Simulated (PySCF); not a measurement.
# AsBrFH2: the cost of one run

Programs: PySCF 2.14.0. All values are calculated, for the isolated system unless a continuum is named. Atoms count from 0, parts from 1.

## Step 1: The system as given

5 atoms, charge -1, multiplicity 1; geometry: GFN2-xTB. Parts: 1 = atoms 0–3, `F[AsH2]`, charge 0; 2 = atom 4, `[Br-]`, charge -1. In the given geometry As0 and Br4 of different parts are bonded (2.61 Å), so values for the parts refer to these atom groups.

## Step 2: Optimising the geometry at PBE0-D3(BJ)/def2-TZVPD

What the job is given:

```
{"job": {"xc": "PBE0", "basis": "def2-TZVPD", "d3": "d3bj", "grid": 3, "kind": "geom", "shake": 0.01}, "charge": -1, "multiplicity": 1, "parts": [{"atoms": "0-3", "charge": 0, "multiplicity": 1}, {"atoms": "4-4", "charge": -1, "multiplicity": 1}]}
As    -0.820348    -0.374587    -0.153052
F      0.545616    -0.645570     1.289934
H     -0.155383     0.939085    -0.386556
H      0.156238    -1.068046    -1.033720
Br    -2.083031     0.195715    -2.361742
```

On the command line:

```console
$ OMP_NUM_THREADS=1 python cluster_run.py task.json out
```

This one command runs all jobs of the session in turn.

**Question.** How long does this first job take on 1 thread of Arm Neoverse N1, shared host, and how much memory does it need?

About 2.3 min, with a peak of 0.65 GiB.
